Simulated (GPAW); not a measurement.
Ta3AsAu2O13:

```
Ta As Au O
1.0
     5.24237    3.02668    4.14273
    -5.24237    3.02668    4.14273
     0.00000   -6.05337    4.14273
Ta As Au O
3 1 2 13
Direct
  0.23108 0.57229 0.23108
  0.23108 0.23108 0.57229
  0.57229 0.23108 0.23108
  0.55878 0.55878 0.55878
  0.96559 0.96559 0.96559
  0.75105 0.75105 0.75105
  0.40884 0.66762 0.40884
  0.40884 0.40884 0.66762
  0.66762 0.40884 0.40884
  0.49726 0.01313 0.36024
  0.36024 0.49726 0.01313
  0.01313 0.36024 0.49726
  0.36024 0.01313 0.49726
  0.01313 0.49726 0.36024
  0.49726 0.36024 0.01313
  0.10963 0.74806 0.10963
  0.10963 0.10963 0.74806
  0.74806 0.10963 0.10963
  0.30840 0.30840 0.30840
```

The cell was built by a generator and needn't be a form met in nature.

Base run:

* Program: GPAW 26.7.0
* Functional: r2SCAN
* Potentials or basis: GPAW PAW data sets (gpaw-data 1.2.1)
* Cutoff: 800 eV
* Basis: pw
* k mesh: 3 × 3 × 3
* Occupations: fermi-dirac, width 0.05 eV
* Spin: no spin polarisation

Its results: band gap on the k mesh 1.46 eV, indirect (least direct gap 1.51 eV); pressure -2.4 GPa; largest force 0.505 eV/Å.

Problem. After a change of settings the same cell gave: band gap on the k mesh 1.11 eV, indirect (least direct gap 1.16 eV); pressure 0.8 GPa; largest force 0.264 eV/Å. Which change was it?
A. functional from r2SCAN to AM05; potentials or basis from GPAW PAW data sets (gpaw-data 1.2.1) to PAW data sets generated in the run's folder for this functional
B. functional from r2SCAN to BLYP; potentials or basis from GPAW PAW data sets (gpaw-data 1.2.1) to PAW data sets generated in the run's folder for this functional
C. functional from r2SCAN to RPBE; potentials or basis from GPAW PAW data sets (gpaw-data 1.2.1) to the program's PAW data sets (release 1.2.1) made for this functional
D. functional from r2SCAN to PBE

Solution. D.

r2SCAN gives the wider gap, since meta-GGAs in the generalised Kohn-Sham scheme recover part of the derivative discontinuity.

Caveats: spin-orbit coupling is left out, which moves the levels of the heavy elements; the PAW data sets were made with another functional, which shifts forces and pressure a little (some runs); an odd mesh through Γ misses points on the zone boundary, where band edges often lie (some runs).

Not every run made on this cell is shown here.
